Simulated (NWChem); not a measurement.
# BP86/def2-TZVP run of C3H2O (propiolaldehyde)

What is the electronic atomisation energy of C3H2O (propiolaldehyde) at BP86/def2-TZVP? 

Program for the calculation: NWChem 7.3.0.

4 further runs of the same task are left out: 4 set aside as unsound or not needed.

## Step 1: The structure to begin with

C3H2O has 6 atoms, charge 0, and is taken as a singlet. SMILES: `C#CC=O`. The shape is that of a PBE0-D4/def2-TZVP optimisation.

Bond lengths: C1–C2 1.202 Å, C2–C3 1.444 Å, C3–O4 1.202 Å, C1–H5 1.066 Å, C3–H6 1.106 Å. Angles: C1–C2–C3 177.4°, C2–C3–O4 123.9°, C2–C1–H5 178.9°, C2–C3–H6 114.4°, O4–C3–H6 121.7°.

## Step 2: A single-point energy at BP86/def2-TZVP (run 1)

struct.nw

```
start struct
title "C3H2O BP86"
memory stack 880 mb heap 220 mb global 1100 mb
geometry noautosym nocenter noautoz
C     -0.362100     1.068300    -1.031800
C     -0.096200     0.205600    -0.238600
C      0.272800    -0.794900     0.734400
O     -0.319100    -1.829900     0.889400
H     -0.613300     1.822400    -1.741500
H      1.160000    -0.535700     1.342000
end
basis spherical bse
* library def2-TZVP
end
dft
xc becke88 perdew86
mult 1
grid lebedev 50 8
convergence energy 1e-08
iterations 100
mulliken
print low
end
task dft energy
```

Run with:

```console
$ nwchem struct.nw > struct.out
```

Log, cut to the lines that bear on the results:

```text
[...]
 d= 0,ls=0.0,diis     1   -190.5970651979 -2.80D+02  3.26D-02  1.29D+00     2.3
[...]
 d= 0,ls=0.0,diis    14   -190.7251862476 -3.12D-11  1.19D-08  2.58D-12    26.8
         Total DFT energy =     -190.725186247623
      One electron energy =     -434.447222065990
           Coulomb energy =      179.976059381031
    Exchange-Corr. energy =      -25.525300853214
 Nuclear repulsion energy =       89.271277290550
[...]
      Total Density - Mulliken Population Analysis
     ---------------------------------------------
    Atom       Charge   Shell Charges
 -----------   ------   -------------------------------------------------------
    1 C    6     6.07   0.86  1.11  0.58  0.48  0.08  1.30  1.23  0.42  0.01 -0.02  0.01
    2 C    6     6.03   0.86  1.11  0.58  0.61  0.08  1.32  1.19  0.20  0.01  0.05  0.01
    3 C    6     5.98   0.86  1.11  0.56  0.54  0.21  1.29  0.99  0.24  0.04  0.13  0.01
    4 O    8     8.20   0.79  1.17  0.62  0.89  0.34  1.89  1.74  0.72  0.00  0.03  0.00
    5 H    1     0.80   0.26  0.45  0.06  0.02
    6 H    1     0.91   0.27  0.49  0.13  0.02
[...]
```

It took 28 s on 1 thread of Intel Xeon 6975P-C (Granite Rapids), shared host; peak memory 0.11 GiB.

## Step 3: The C atom, same level (run 2)

calc.nw

```
START calc
TITLE "C"
memory 2200 mb

GEOMETRY units angstroms noautosym nocenter noautoz
  C     0.000000    0.000000    0.000000
END

BASIS "ao basis" spherical bse
  C library def2-TZVP
END

DFT
  xc becke88 perdew86
  mult 3
  grid lebedev 50 8
  convergence energy 1e-08
  maxiter 100
  mulliken
  noprint "final vectors analysis"
END

TASK dft energy
```

Run the same way, it converges to -37.84645 Eh (log not shown).

## Step 4: The H atom (run 3)

h.nw

```
start h
title "H energy"
memory total 2200 mb
charge 0

geometry noautosym nocenter noautoz
H        0.000000       0.000000       0.000000
end

basis spherical bse
* library def2-TZVP
end

dft
xc becke88 perdew86
mult 2
grid lebedev 50 8
convergence energy 1e-08
maxiter 100
mulliken
noprint "final vectors analysis"
end

task dft energy
```

Run with:

```console
$ nwchem h.nw > h.out
```

Log, cut to the lines that bear on the results:

```text
[...]
          Wavefunction type:  spin polarized.
          No. of atoms     :     1
          No. of electrons :     1
[...]
          Charge           :     0
          Spin multiplicity:     2
[...]
          AO basis - number of functions:     6
[...]
              XC Information
              --------------
                    Becke 1988 Exchange Functional  1.000
                Perdew 1981 Correlation Functional  1.000 local
                Perdew 1986 Correlation Functional  1.000 non-local
[...]
 d= 0,ls=0.0,diis     1     -0.4996892134 -5.00D-01  8.58D-03  7.19D-04     0.0
[...]
  Singularity in Pulay matrix. Error and Fock matrices removed.
  Singularity in Pulay matrix. Error and Fock matrices removed.
 d= 0,ls=0.0,diis     5     -0.5000194967 -3.69D-13  2.22D-09  2.80D-17     0.1
[...]
         Total DFT energy =       -0.500019496733
      One electron energy =       -0.499455773100
           Coulomb energy =        0.307415294305
    Exchange-Corr. energy =       -0.307979017939
 Nuclear repulsion energy =        0.000000000000
[...]
      Total Density - Mulliken Population Analysis
     ---------------------------------------------
    Atom       Charge   Shell Charges
 -----------   ------   -------------------------------------------------------
    1 H    1     1.00   0.18  0.45  0.37  0.00
     --------------------------------------------
      Spin Density - Mulliken Population Analysis
     --------------------------------------------
    Atom       Charge   Shell Charges
 -----------   ------   -------------------------------------------------------
    1 H    1     1.00   0.18  0.45  0.37  0.00
[...]
      <S2> =      0.7500 (Exact =     0.7500)
[...]
```

It took 0.87 s on 1 thread of Intel Xeon 6975P-C (Granite Rapids), shared host; peak memory 0.094 GiB.

## Step 5: The O atom (run 4)

o.nw

```
start o
title "O"
memory 2200 mb
geometry noautosym nocenter noautoz
  O     0.000000    0.000000    0.000000
end
basis spherical bse
  * library def2-TZVP
end
dft
  xc becke88 perdew86
  mult 3
  grid lebedev 50 8
  convergence energy 1e-08
  iterations 100
  mulliken
  noprint "final vectors analysis"
end
task dft energy
```

Run with:

```console
$ nwchem o.nw > o.out
```

Log, cut to the lines that bear on the results:

```text
[...]
          Wavefunction type:  spin polarized.
          No. of atoms     :     1
          No. of electrons :     8
[...]
          Charge           :     0
          Spin multiplicity:     3
[...]
          AO basis - number of functions:    31
[...]
              XC Information
              --------------
                    Becke 1988 Exchange Functional  1.000
                Perdew 1981 Correlation Functional  1.000 local
                Perdew 1986 Correlation Functional  1.000 non-local
[...]
 d= 0,ls=0.0,diis     1    -75.0592592735 -7.51D+01  7.06D-03  1.50D-01     0.1
[...]
 d= 0,ls=0.0,diis     7    -75.0860614340 -1.29D-09  2.46D-07  4.78D-10     0.4
[...]
         Total DFT energy =      -75.086061434020
      One electron energy =     -103.201861710512
           Coulomb energy =       36.578285254129
    Exchange-Corr. energy =       -8.462484977637
 Nuclear repulsion energy =        0.000000000000
[...]
      Total Density - Mulliken Population Analysis
     ---------------------------------------------
    Atom       Charge   Shell Charges
 -----------   ------   -------------------------------------------------------
    1 O    8     8.00   0.80  1.17  0.66  0.98  0.39  1.72  1.53  0.75  0.00  0.00  0.00
     --------------------------------------------
      Spin Density - Mulliken Population Analysis
     --------------------------------------------
    Atom       Charge   Shell Charges
 -----------   ------   -------------------------------------------------------
    1 O    8     2.00  -0.00 -0.00  0.03  0.01 -0.04  0.91  0.79  0.30  0.00  0.00  0.00
[...]
      <S2> =      2.0027 (Exact =     2.0000)
[...]
```

Wall time 1.1 s (1 thread of Intel Xeon 6975P-C (Granite Rapids), shared host); peak memory 0.097 GiB.

## Step 6: The series

| run | level | partner | energy (Eh) | wall time |
| --- | --- | --- | --- | --- |
| 1 | BP86/def2-TZVP | base | -190.725186 | 28 s |
| 2 | UBP86/def2-TZVP | atoms | -37.846453 | 1.9 s |
| 3 | UBP86/def2-TZVP | atoms | -0.500019 | 0.87 s |
| 4 | UBP86/def2-TZVP | atoms | -75.086061 | 1.1 s |

## Step 7: Results

Level: BP86/def2-TZVP.

| quantity | value |
| --- | --- |
| O atom: total energy | -75.08606 Eh |
| O atom: ⟨S²⟩ | 2.003 |
| electronic atomisation energy | 29.925 eV |

In words: Taking the molecule apart into free atoms costs 29.93 eV (2887 kJ/mol), before zero-point energy and without spin-orbit coupling. All runs together took 31 s, the longest 28 s.
